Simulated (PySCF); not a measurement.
# CH8BNO: the cost of one run

Programs: PySCF 2.14.0, with density-fitted response routines of our own. Each step states its level of theory. These are calculated values for one molecule in the gas phase, unless marked as measured. Atoms count from 0, in the outputs and in this text.

## 1. The starting structure

12 atoms, charge 0, multiplicity 1; geometry from: PBE0-D3(BJ)/def2-SVP.

Bonds of the start (Å): C0–O1 1.39, O1–B2 1.42, B2–N3 1.69, C0–H4 1.10, C0–H5 1.11, C0–H6 1.11, B2–H7 1.23, B2–H8 1.23, N3–H9 1.02, N3–H10 1.02, N3–H11 1.02.

## 2. NMR shieldings: PBE0/6-31G*

What the job is given:

```
{"job": {"kind": "nmr", "xc": "PBE0", "basis": "6-31G*", "pop": true}, "charge": 0, "multiplicity": 1}
C      1.658219     0.471223     0.117041
O      0.800796    -0.141642    -0.781634
B     -0.297467    -0.890824    -0.271656
N     -1.538916     0.219808    -0.016094
H      2.529465     0.881602    -0.420799
H      2.031770    -0.228399     0.890348
H      1.192812     1.325420     0.661116
H     -0.787291    -1.640591    -1.109658
H     -0.139075    -1.399894     0.841666
H     -2.398615    -0.252935     0.263471
H     -1.712268     0.722631    -0.887540
H     -1.303183     0.905795     0.701981
```

Method: GIAO PBE0/6-31G* NMR shielding, non-relativistic, gas phase.

Command:

```sh
OMP_NUM_THREADS=1 python probes_run.py task.json out
```

One launch serves the whole session: the jobs run in the order shown.

Q: Estimate the wall time and peak memory of this first job on 1 thread of Arm Neoverse V2, shared host.

About 5 s, with a peak of 0.42 GiB.
